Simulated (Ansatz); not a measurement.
# C₂H₅BFN: up Jacob's ladder to CCSD(T)

Aim: compute C₂H₅BFN with functionals from several rungs and with coupled cluster, and see how far each lands from CCSD(T) at the basis-set limit for the atomisation energy.

The runs use Ansatz 0.2.0, Gaussian basis; functionals in def2-TZVPP, the program's frozen cores in correlated methods.

Levels to be run: LDA (SPW92), PBE-D4, revPBE-D4, BLYP-D4, r2SCAN-D4, B97M-V, PBE0-D4, B3LYP-D4, r2SCANh-D4, r2SCAN0-D4, HSE06-D4, BHLYP-D4, CAM-B3LYP-D4, LC-ωPBE, ωB97X-V, ωB97M-V, B2PLYP, PBE-QIDH; CCSD(T)/def2-SVP; CCSD(T)/def2-TZVPP; MP2/def2-QZVPP; extrapolation to the limit; RPA on PBE.

### 1 The relaxed structure

The geometry comes from an earlier relaxation with PBE0-D4 in a triple-zeta def2 set; it is a stationary point, not always the lowest conformer.

SMILES `C=NB(C)F`, 10 atoms, charge 0, spin multiplicity 1.

Atoms are counted from 1 here; the program's logs count them from 0.

Bond lengths: C1–N2 1.240 Å, C1–H6 1.098 Å, C1–H7 1.096 Å, N2–B3 1.385 Å, B3–C4 1.566 Å, B3–F5 1.345 Å, C4–H8 1.094 Å, C4–H9 1.095 Å, C4–H10 1.090 Å. Angles: N2–C1–H6 122.6°, N2–C1–H7 121.3°, H6–C1–H7 116.2°, C1–N2–B3 159.8°, N2–B3–C4 123.0°, N2–B3–F5 117.7°, C4–B3–F5 119.3°, B3–C4–H8 110.2°, B3–C4–H9 109.6°, B3–C4–H10 113.5°, H8–C4–H9 106.4°, H8–C4–H10 108.4°, H9–C4–H10 108.4°.

As a file:

```
C     0.5095    1.5576    1.2899
N    -0.1612    0.7217    0.6662
B    -0.6378   -0.0342   -0.3924
C     0.0115   -1.3901   -0.8319
F    -1.7500    0.3950   -1.0149
H     1.2185    2.2341    0.7955
H     0.4209    1.6611    2.3774
H    -0.7182   -2.2017   -0.7499
H     0.2970   -1.3361   -1.8874
H     0.8930   -1.6586   -0.2495
```

### 2 LDA

This LDA is Slater exchange with PW92 correlation.

Contents of in.yaml:

```yaml
crystal:
  periodic: [false, false, false]
  atoms:
    - {symbol: C, position_ang: [0.509458, 1.557594, 1.289921]}
    - {symbol: N, position_ang: [-0.161222, 0.721689, 0.666161]}
    - {symbol: B, position_ang: [-0.637830, -0.034239, -0.392355]}
    - {symbol: C, position_ang: [0.011471, -1.390116, -0.831934]}
    - {symbol: F, position_ang: [-1.749972, 0.395012, -1.014944]}
    - {symbol: H, position_ang: [1.218470, 2.234127, 0.795467]}
    - {symbol: H, position_ang: [0.420915, 1.661069, 2.377380]}
    - {symbol: H, position_ang: [-0.718151, -2.201661, -0.749911]}
    - {symbol: H, position_ang: [0.297050, -1.336117, -1.887400]}
    - {symbol: H, position_ang: [0.893013, -1.658558, -0.249487]}
basis:
  gaussian: {orbitals: def2-TZVPP}
hamiltonian: {xc: lda}
output: {orbitals: {seedname: orbitals}}
```

Command:

```sh
$ ansatz run in.yaml --threads 2 --pin off --events-out ev --progress --plain --max-ram 4352MiB
```

After this run come: PBE-D4 (GGA); revPBE-D4 (GGA); BLYP-D4 (GGA); r2SCAN-D4 (meta-GGA); B97M-V (meta-GGA); PBE0-D4 (hybrid); B3LYP-D4 (hybrid); r2SCANh-D4 (hybrid); r2SCAN0-D4 (hybrid); HSE06-D4 (hybrid); BHLYP-D4 (hybrid); CAM-B3LYP-D4 (range-separated); LC-ωPBE (range-separated); ωB97X-V (range-separated); ωB97M-V (range-separated); B2PLYP (double hybrid); PBE-QIDH (double hybrid); CCSD(T) in def2-SVP; CCSD(T) in def2-TZVPP; MP2 in def2-QZVPP; RPA on PBE orbitals.

Before running them: what should the planned runs give, taken together? Wanted: atomisation energy, CCSD(T)/CBS; farthest beyond LDA; mean size of error, GGA; mean size of error, meta-GGA; mean size of error, hybrid; mean size of error, range-separated; mean size of error, double hybrid; gap, smallest and largest; T1 diagnostic.

As calculated:

| quantity | value |
| --- | --- |
| atomisation energy, CCSD(T)/CBS | 4160.1 kJ/mol |
| functionals within 20.8 kJ/mol (0.5 %) | r2SCANh-D4, B2PLYP, PBE-QIDH |
| farthest beyond LDA | PBE-D4 (+142.4 kJ/mol) |
| mean size of error, GGA | 74.3 kJ/mol |
| mean size of error, meta-GGA | 34.9 kJ/mol |
| mean size of error, hybrid | 46.6 kJ/mol |
| mean size of error, range-separated | 34.9 kJ/mol |
| mean size of error, double hybrid | 3.7 kJ/mol |
| gap, smallest and largest | 3.85 eV (LDA (SPW92)), 11.68 eV (LC-ωPBE) |
| T1 diagnostic | 0.0130 |
| triples share of the correlation energy | 3.8 % |

What this shows: The LDA atomisation energy is off by 641.2 kJ/mol (15 %): it overbinds. PBE-D4 misses by +142.4 kJ/mol. Double hybrids carry the basis error of their MP2 part in triple zeta, and no dispersion term here, so their miss is partly the set-up's. Taken by rung, double hybrid functionals do best (3.7 kJ/mol on average) and GGA ones worst beyond LDA (74.3 kJ/mol). Misses under about 20.8 kJ/mol are within the doubt on the reference itself, which lacks core-valence correlation, relativity and higher excitations. Hartree-Fock recovers 74 % of the binding; the rest is correlation. CCSD(T) in def2-SVP is off by -168.8 kJ/mol, so the small basis spoils what the method gains. Orbital gaps span 3.8 to 11.7 eV; exact exchange widens them.
